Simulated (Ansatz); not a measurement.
# BeMgH (doublet): the correlation ladder at distance Mg2–H3 = 1.361 Å, cc-pVDZ

Aim: climb from Hartree-Fock through coupled cluster and multireference methods for BeMgH (doublet) at one geometry and basis, and see what each rung misses.

Computed with Ansatz 0.2.0, Gaussian basis. Level: cc-pVDZ, core rule «outside noble gas», up to 6 orbitals frozen.

Plan: UHF; CCSD(T) on ROHF; CCSD(T) on UHF; BCCD(T) on ROHF; CISD; CCSDT(Q) on ROHF; CCSDT(Q) on UHF; CASSCF and MRCISD+Q, 3 electrons in 3 orbitals; CASSCF and NEVPT2, 3 electrons in 3 orbitals; Full CI.

33 further runs of the same task are left out: 12 for a known fault of the program, 14 that didn't finish, 7 set aside as unsound or not needed.

### Step 1. The geometry

The geometry derives from a PBE0/def2-TZVP stationary point (not a proven minimum). One bond is set to the value named and the two fragments are kept rigid.

3 atoms, charge 0, spin multiplicity 2.

Atoms are counted from 1 here; the program's logs count them from 0.

Bond lengths: Mg2–H3 1.361 Å.

### Step 2. UHF

Contents of in.yaml:

```yaml
crystal:
  periodic: [false, false, false]
  atoms:
    - {symbol: Be, position_ang: [0.000000, 0.000000, 2.176809]}
    - {symbol: Mg, position_ang: [0.000000, 0.000000, -0.407905]}
    - {symbol: H, position_ang: [0.000000, 0.000000, -1.768905]}
basis:
  gaussian: {orbitals: cc-pVDZ}
magnetization: {spin_polarized: true, initial_magnetization: 1}
hamiltonian: {xc: hf}
output: {orbitals: {seedname: orbitals}}
```

Launch:

```console
$ ansatz run in.yaml --threads 1 --pin off --events-out ev --progress --plain --max-ram 2393MiB
```

Further steps of the session: CCSD(T) on ROHF; CCSD(T) on UHF; BCCD(T) on ROHF; CISD; CCSDT(Q) on ROHF; CCSDT(Q) on UHF; CASSCF and MRCISD+Q, 3 electrons in 3 orbitals; CASSCF and NEVPT2, 3 electrons in 3 orbitals; Full CI.

**Question.** What will the summary of the whole plan be? Wanted: FCI from the RHF energy; RMP2 from FCI; UMP2 from FCI; RCCSD from FCI; RCCSD(T) from FCI; UCCSD(T) from FCI; RCCSDT(Q) from FCI; UCCSDT(Q) from FCI; NEVPT2 pair from FCI.

The runs gave:

| quantity | value |
| --- | --- |
| FCI from the ROHF energy | -2.2232 eV |
| RMP2 from FCI | +69.7 kJ/mol |
| UMP2 from FCI | +68.4 kJ/mol |
| RCCSD from FCI | +5.7 kJ/mol |
| RCCSD(T) from FCI | +1.9 kJ/mol |
| UCCSD(T) from FCI | +1.8 kJ/mol |
| RCCSDT(Q) from FCI | +0.1 kJ/mol |
| UCCSDT(Q) from FCI | 0.0 kJ/mol |
| NEVPT2 pair from FCI | +68.8 kJ/mol |
| MRCISD+Q pair from FCI | -3.1 kJ/mol |
| levels within 1 kcal/mol (43 meV) | RCCSD(T), UCCSD(T), BCCD(T), RCCSDT, UCCSDT, RCCSDT(Q), UCCSDT(Q), MRCISD+Q pair |
| T1 diagnostic | 0.037 |
| effectively unpaired electrons | 1.08 |

RCCSD(T) misses by +1.9 kJ/mol, 0.9 % of the correlation energy. MRCISD+Q pair falls below full CI: the +Q correction isn't variational, and the cores differ from full CI's. One determinant dominates. Of the multireference levels listed MRCISD+Q pair comes nearest in total energy (-3.1 kJ/mol), which doesn't show that its space is the better one. These misses are within one basis, not against nature; the frozen cores of restricted and unrestricted runs differ, which can shift their rows.

Levels on UHF freeze UHF's core orbitals, full CI those of ROHF, so the U rows can settle a little off it for that reason alone.

With open shells the CI space here admits some triples and quadruples, so it is larger than plain CISD.
